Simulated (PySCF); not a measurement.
**[Lu(OH)2]+: structure and properties**

What shape and bonds does [Lu(OH)2]+ have? It is relaxed from a template within its point group. It is a constructed species; whether it can be made isn't addressed.

The runs use PySCF 2.14.0; PBE0, Lu def2-SVP with ECP28, O def2-SVP, H def2-SVP; scalar-relativistic core potentials, no spin–orbit coupling.

1 further run of the same task is left out (for a known fault of the program).

### Step 1. The starting structure

5 atoms, charge 1, spin multiplicity 1.

Bond lengths: Lu1–O2 2.099 Å, Lu1–O4 2.099 Å, O2–H3 0.966 Å, O4–H5 0.966 Å. Angles: O2–Lu1–O4 131.8°, Lu1–O2–H3 158.8°, Lu1–O4–H5 158.8°.

Geometry (Å):

```
Lu    0.00000    0.00000    0.00000
O     1.91570    0.00000    0.85730
H     2.87530   -0.09060    0.91640
O    -1.91570    0.00000    0.85730
H    -2.87530    0.09060    0.91640
```

Formal oxidation states: Lu +3.

### Step 2. SCF at the start, singlet

run.py (the lines that set the calculation)

```python
mol = gto.M(atom='''
Lu     0.00000     0.00000     0.00000
O      1.91570     0.00000     0.85730
H      2.87530    -0.09060     0.91640
O     -1.91570     0.00000     0.85730
H     -2.87530     0.09060     0.91640''',
    basis={'Lu': 'def2-SVP', 'O': 'def2-SVP', 'H': 'def2-SVP'},
    ecp={'Lu': 'def2-SVP'},
    charge=1, spin=0)
mf = dft.RKS(mol, xc='PBE0')
mf.grids.atom_grid = (50, 194)  # f atoms: unpruned, at least (60, 302)
mf = mf.density_fit()  # fitting sets: Lu def2-universal-JKFIT, O def2-universal-JKFIT, H def2-universal-JKFIT
mf.conv_tol = 1e-08; mf.max_cycle = 55
mf.kernel(dm0)  # dm0: free metal ions and neutral atoms
```

On the command line:

```
OMP_NUM_THREADS=2 python run.py
```

What it wrote:

```text
init E= -1387.09597432289
  HOMO = -0.651086378779798  LUMO = -0.353570050808749  gap/eV = 8.09583
cycle= 1 E= -1386.97482566803  delta_E= 0.121  |g|=  1.3  |ddm|= 2.55
  HOMO = -0.310440065393139  LUMO = -0.279829053036118  gap/eV = 0.83297
cycle= 2 E= -1379.30430334547  delta_E= 7.67  |g|= 5.49  |ddm|= 4.45
  HOMO = -0.419563030869831  LUMO = -0.251758074824782  gap/eV = 4.56621
cycle= 3 E= -1387.27115365611  delta_E= -7.97  |g|= 0.661  |ddm|= 4.14
  HOMO = -0.484106996120726  LUMO = -0.30285834067843  gap/eV = 4.93203
cycle= 4 E= -1387.30834173324  delta_E= -0.0372  |g|= 0.535  |ddm|= 0.451
  HOMO = -0.473502563832475  LUMO = -0.314159484115681  gap/eV = 4.33595
cycle= 5 E= -1387.32039604857  delta_E= -0.0121  |g|= 0.0796  |ddm|= 0.171
  HOMO = -0.473671307078726  LUMO = -0.304228386027383  gap/eV = 4.61078
cycle= 6 E= -1387.32168809871  delta_E= -0.00129  |g|= 0.0154  |ddm|= 0.0595
  HOMO = -0.475395476503575  LUMO = -0.303111173666924  gap/eV = 4.68809
cycle= 7 E= -1387.3217339297  delta_E= -4.58e-05  |g|= 0.0042  |ddm|= 0.00882
  HOMO = -0.475663467314246  LUMO = -0.303101332682406  gap/eV = 4.69565
cycle= 8 E= -1387.32173701666  delta_E= -3.09e-06  |g|= 0.00129  |ddm|= 0.00209
  HOMO = -0.47579320081446  LUMO = -0.303082033847566  gap/eV = 4.69971
cycle= 9 E= -1387.32173731993  delta_E= -3.03e-07  |g|= 0.000199  |ddm|= 0.000758
  HOMO = -0.475792757332447  LUMO = -0.303081147098666  gap/eV = 4.69972
cycle= 10 E= -1387.32173732326  delta_E= -3.33e-09  |g|= 2.6e-05  |ddm|= 0.000102
  HOMO = -0.475798486703788  LUMO = -0.303079551501135  gap/eV = 4.69992
Extra cycle  E= -1387.321737323  delta_E= 2.59e-10  |g|= 4.9e-05  |ddm|= 4.45e-05
converged SCF energy = -1387.321737323
```

Wall time 53 s (2 threads of Intel Xeon at 2.50GHz (Skylake/Cascade Lake), shared host); peak memory 0.51 GiB.

Result: E = -1387.321737 Eh, HOMO -12.95 eV, LUMO -8.25 eV, Mulliken charge on Lu1 +1.61 e. 

### Step 3. Relaxation, singlet

Steps are kept in the start's point group, C2.

run.py (the lines that set the calculation)

```python
mol = gto.M(atom='''
Lu     0.00000     0.00000    -0.14009
O      1.91570     0.00000     0.71721
H      2.87530    -0.09060     0.77631
O     -1.91570     0.00000     0.71721
H     -2.87530     0.09060     0.77631''',
    basis={'Lu': 'def2-SVP', 'O': 'def2-SVP', 'H': 'def2-SVP'},
    ecp={'Lu': 'def2-SVP'},
    charge=1, spin=0)
mf = dft.RKS(mol, xc='PBE0')
mf.grids.atom_grid = (50, 194)  # f atoms: unpruned, at least (60, 302)
mf = mf.density_fit()  # fitting sets: Lu def2-universal-JKFIT, O def2-universal-JKFIT, H def2-universal-JKFIT
mf.conv_tol = 1e-08; mf.max_cycle = 55
mf.kernel(dm0)  # dm0: an SCF of this state at this start
# quasi-Newton relaxation in Cartesian coordinates to a largest gradient under 0.00045 Eh/bohr, steps kept in the point group
```

On the command line:

```
OMP_NUM_THREADS=2 python run.py
```

No log is kept here; the results follow.

Run time: 8 min. Hardware: 2 threads of Intel Xeon at 2.50GHz (Skylake/Cascade Lake), shared host.

Relaxation path:

| step | energy from step 1 (eV) | largest force component (eV/Å) |
| --- | --- | --- |
| 1 | 0.0000 | 3.4569 |
| 2 | -0.7420 | 1.4849 |
| 3 | -0.9312 | 1.3932 |
| 4 | -1.0028 | 0.7715 |
| 5 | -1.0544 | 0.3991 |
| 6 | -1.0952 | 0.6114 |
| 7 | -1.1472 | 0.7093 |
| 8 | -1.2027 | 0.6883 |
| 9 | -1.2452 | 0.3645 |
| 10 | -1.2647 | 0.3800 |
| 11 | -1.2673 | 0.5002 |
| 12 | -1.2749 | 0.1122 |
| 13 | -1.2752 | 0.0329 |
| 14 | -1.2753 | 0.0284 |
| 15 | -1.2754 | 0.0133 |
| 16 | -1.2754 | 0.0035 |

Distances of close pairs at the start and the end, largest changes first:

| bond | before (Å) | after (Å) | change (Å) |
| --- | --- | --- | --- |
| Lu1–O2 | 2.099 | 1.890 | -0.208 |
| Lu1–O4 | 2.099 | 1.890 | -0.208 |
| O2–H3 | 0.966 | 0.962 | -0.004 |
| O4–H5 | 0.966 | 0.962 | -0.004 |

It ends in C2v at E = -1387.368608 Eh.

| atom | x (Å) | y (Å) | z (Å) |
| --- | --- | --- | --- |
| Lu1 | 0.0000 | 0.0000 | -0.5333 |
| O2 | 1.5910 | -0.0343 | 0.4872 |
| H3 | 2.2332 | -0.0489 | 1.2029 |
| O4 | -1.5910 | 0.0343 | 0.4872 |
| H5 | -2.2332 | 0.0489 | 1.2029 |

### Step 4. The relaxed geometry turned into its symmetry frame

run.py (the lines that set the calculation)

```python
mol = gto.M(atom='''
Lu     0.00000     0.00000    -0.17298
O      1.59103    -0.03432     0.84747
H      2.23323    -0.04818     1.56320
O     -1.59103     0.03432     0.84747
H     -2.23323     0.04818     1.56320''',
    basis={'Lu': 'def2-SVP', 'O': 'def2-SVP', 'H': 'def2-SVP'},
    ecp={'Lu': 'def2-SVP'},
    charge=1, spin=0)
mf = dft.RKS(mol, xc='PBE0')
mf.grids.atom_grid = (50, 194)  # f atoms: unpruned, at least (60, 302)
mf = mf.density_fit()  # fitting sets: Lu def2-universal-JKFIT, O def2-universal-JKFIT, H def2-universal-JKFIT
mf.conv_tol = 1e-08; mf.max_cycle = 55
mf.kernel(dm0)  # dm0: free metal ions and neutral atoms
```

On the command line:

```
OMP_NUM_THREADS=2 python run.py
```

What it wrote:

```text
init E= -1387.30002527532
  HOMO = -0.693386222342139  LUMO = -0.349157745701664  gap/eV = 9.36693
cycle= 1 E= -1387.04078717805  delta_E= 0.259  |g|=  1.3  |ddm|= 2.65
  HOMO = -0.291396014547568  LUMO = -0.283839871473248  gap/eV = 0.20561
cycle= 2 E= -1385.13219229311  delta_E= 1.91  |g|= 3.33  |ddm|= 2.67
  HOMO = -0.488599375422339  LUMO = -0.240615690795497  gap/eV = 6.74798
cycle= 3 E= -1387.34322738397  delta_E= -2.21  |g|= 0.525  |ddm|=  2.1
  HOMO = -0.511943942889297  LUMO = -0.271865632953062  gap/eV = 6.53286
cycle= 4 E= -1387.36230549502  delta_E= -0.0191  |g|= 0.391  |ddm|= 0.309
  HOMO = -0.505893402240424  LUMO = -0.280732110632563  gap/eV = 6.12695
cycle= 5 E= -1387.3679871502  delta_E= -0.00568  |g|= 0.0549  |ddm|= 0.108
  HOMO = -0.504910013686116  LUMO = -0.274628877260557  gap/eV = 6.26627
cycle= 6 E= -1387.36859865516  delta_E= -0.000612  |g|= 0.00693  |ddm|= 0.0417
  HOMO = -0.505707605479479  LUMO = -0.274067804011992  gap/eV = 6.30324
cycle= 7 E= -1387.36860765845  delta_E= -9e-06  |g|= 0.00091  |ddm|= 0.0051
  HOMO = -0.505765329152112  LUMO = -0.274101512243551  gap/eV = 6.30389
cycle= 8 E= -1387.36860777812  delta_E= -1.2e-07  |g|= 0.000346  |ddm|= 0.000694
  HOMO = -0.505786376518564  LUMO = -0.274104038771746  gap/eV = 6.30440
cycle= 9 E= -1387.36860779749  delta_E= -1.94e-08  |g|= 1.88e-05  |ddm|= 0.000258
  HOMO = -0.505786487375501  LUMO = -0.274104129872097  gap/eV = 6.30440
cycle= 10 E= -1387.36860779784  delta_E= -3.42e-10  |g|= 6.7e-06  |ddm|= 6.06e-05
  HOMO = -0.505786415841392  LUMO = -0.274103984102201  gap/eV = 6.30440
Extra cycle  E= -1387.36860779784  delta_E= -3.41e-12  |g|= 1.08e-05  |ddm|= 1.12e-05
converged SCF energy = -1387.36860779784
```

Wall time 14 s (2 threads of Intel Xeon at 2.50GHz (Skylake/Cascade Lake), shared host).

Result: E = -1387.368608 Eh, HOMO -13.76 eV, LUMO -7.46 eV, Mulliken charge on Lu1 +1.51 e. 

### Step 5. Frequencies and infrared intensities

Changes to run.py (the lines that set the calculation) since step 4:

```diff
@@ -12,3 +12,4 @@
 mf = mf.density_fit()  # fitting sets: Lu def2-universal-JKFIT, O def2-universal-JKFIT, H def2-universal-JKFIT
-mf.conv_tol = 1e-08; mf.max_cycle = 55
-mf.kernel(dm0)  # dm0: free metal ions and neutral atoms
+mf.conv_tol = 1e-10; mf.max_cycle = 55
+mf.kernel(dm0)  # dm0: the density of the relaxed state
+# Hessian and dipole derivatives by central differences of gradients, 0.02 bohr
```

On the command line:

```
OMP_NUM_THREADS=2 python run.py
```

No log is kept here; the results follow.

It took 5.2 min on 2 threads of Intel Xeon at 2.50GHz (Skylake/Cascade Lake), shared host.

Point group C2v; negative numbers are unstable modes, and those under 60 cm⁻¹ are near the numerical noise:

| cm⁻¹ | km/mol | symmetry |
| --- | --- | --- |
| 159 | 0.9 | a1 |
| 450 | 222.3 | b2 |
| 530 | 173.9 | a1 |
| 543 | 0.0 | a2 |
| 556 | 390.9 | b1 |
| 739 | 135.9 | b2 |
| 767 | 48.8 | a1 |
| 3945 | 432.9 | b2 |
| 3952 | 310.5 | a1 |

### Step 6. Properties on a finer grid

run.py (the lines that set the calculation)

```python
mol = gto.M(atom='''
Lu     0.00000     0.00000    -0.53326
O      1.59103    -0.03432     0.48719
H      2.23321    -0.04891     1.20291
O     -1.59103     0.03432     0.48719
H     -2.23321     0.04891     1.20291''',
    basis={'Lu': 'def2-SVP', 'O': 'def2-SVP', 'H': 'def2-SVP'},
    ecp={'Lu': 'def2-SVP'},
    charge=1, spin=0)
mf = dft.RKS(mol, xc='PBE0')
mf.grids.atom_grid = (75, 302)  # f atoms: unpruned, at least (60, 302)
mf = mf.density_fit()  # fitting sets: Lu def2-universal-JKFIT, O def2-universal-JKFIT, H def2-universal-JKFIT
mf.conv_tol = 1e-09; mf.max_cycle = 55
mf.kernel(dm0)  # dm0: the density of the relaxed state
```

On the command line:

```
OMP_NUM_THREADS=2 python run.py
```

What it wrote:

```text
init E= -1387.36860615581
  HOMO = -0.50577782396147  LUMO = -0.274106754615037  gap/eV = 6.30409
cycle= 1 E= -1387.36860615345  delta_E= 2.36e-09  |g|= 0.000284  |ddm|= 0.000175
  HOMO = -0.505803795549292  LUMO = -0.274097697666562  gap/eV = 6.30504
cycle= 2 E= -1387.36860613265  delta_E= 2.08e-08  |g|= 0.000673  |ddm|= 0.000278
  HOMO = -0.505788130838387  LUMO = -0.274103848410004  gap/eV = 6.30445
cycle= 3 E= -1387.36860615853  delta_E= -2.59e-08  |g|= 1.98e-05  |ddm|= 0.000184
  HOMO = -0.505786175992591  LUMO = -0.274104050881057  gap/eV = 6.30439
cycle= 4 E= -1387.36860615859  delta_E= -6.48e-11  |g|= 2.5e-06  |ddm|= 1.19e-05
  HOMO = -0.505786658825361  LUMO = -0.274103939298733  gap/eV = 6.30441
Extra cycle  E= -1387.36860615859  delta_E= 1.59e-12  |g|= 3.68e-06  |ddm|= 3.21e-06
converged SCF energy = -1387.36860615859
```

It took 23 s on 2 threads of Intel Xeon at 2.50GHz (Skylake/Cascade Lake), shared host.

Read off: E = -1387.368606 Eh, HOMO -13.76 eV, LUMO -7.46 eV, Mulliken charge on Lu1 +1.51 e, largest force component 0.006 eV/Å. 

Löwdin charges:

| atom | value (e) |
| --- | --- |
| Lu1 | 0.96 |
| O2 | -0.10 |
| H3 | 0.12 |
| O4 | -0.10 |
| H5 | 0.12 |

Mulliken charges: Lu1 +1.51, O2 -0.49, H3 +0.24, O4 -0.49, H5 +0.24 e.

Contacts (the nearest donor of each ligand) and Mayer bond orders:

| contact | distance (Å) | bond order |
| --- | --- | --- |
| Lu1–O2 (OH) | 1.890 | 1.25 |
| Lu1–O4 (OH) | 1.890 | 1.25 |

Mulliken populations of Lu1 outside the core potential: s 4.15, p 12.20, d 11.08, f 14.06.

The fields below are evaluated on a grid from the run's orbitals.

Frontier orbitals at PBE0, with the share of their density that lies nearest to each atom:

| orbital | energy (eV) | lies on |
| --- | --- | --- |
| HOMO-1 | -13.92 | O2, O4 about 43 % each; Lu1 7 % |
| HOMO | -13.76 | O2, O4 about 43 % each |
| LUMO | -7.46 | Lu1 85 %; O2, O4 about 7 % each |

ELF in a plane through or near 5 of the atoms.

Ten even steps from ' ' (0.00) to '@' (0.98):
```
                                                        
                                                        
                                                        
                                                        
                                                        
            ::--..                    ..----            
        ..**%%%%**--......    ......--**%%%%++..        
        --##%%@@%%++----::    ::----++%%@@%%##--        
        --##@@@@@@%%####++    ++####%%@@@@@@##--        
          --##%%**++####==    ==%%**==**%%##--..        
          ..++##**--****--::::::**==::++##++..          
          ..==##%%%%%%----======::##%%%%##==..          
            ==**##**--::==++**==----**##**==..          
            --++++--..--++==++++==..--++++--            
              ....    --++++++++--    ....              
                      ..--====--..                      
                          ....                          
                                                        
                                                        
                                                        
```
The map spans 9.7 Å across and 7.4 Å up, centred on the molecule. Atoms in the plane (x, y in Å): Lu1 (0.0, -1.1), O2 (-1.6, -0.1), H3 (-2.2, 0.6), O4 (1.6, -0.1), H5 (2.2, 0.6).

On the surface of density 0.002 e/bohr³ the electrostatic potential runs, from the 1st to the 99th percentile, from 3.44 V near O2 to 12.17 V near Lu1.

### Step 7. What came out

| quantity | value |
| --- | --- |
| state and point group | singlet, C2v |
| modes | 159 to 3952 cm⁻¹, none unstable |
| strongest infrared band (modes within 1.5 cm⁻¹ summed) | 3945 cm⁻¹ (433 km/mol) |
| zero-point energy | 0.722 eV |
| ideal gas, 298 K, 1 bar | S = 294.8, Cp = 67.5 J/(mol K) |
| metal–ligand contacts | 1.89 Å |
| frontier levels | HOMO -13.76 eV, LUMO -7.46 eV |
| dipole about the centre of mass | 2.18 D |

All modes are real, so the structure is a minimum. The metal carries +0.96 e by Löwdin's partition against a formal +3, and bond orders to the nearest donors reach 1.25. Both measures hang on the basis. One start shape was tried, so another isomer may lie lower. These are double-zeta-type bases without diffuse functions. Spin–orbit coupling is left out.
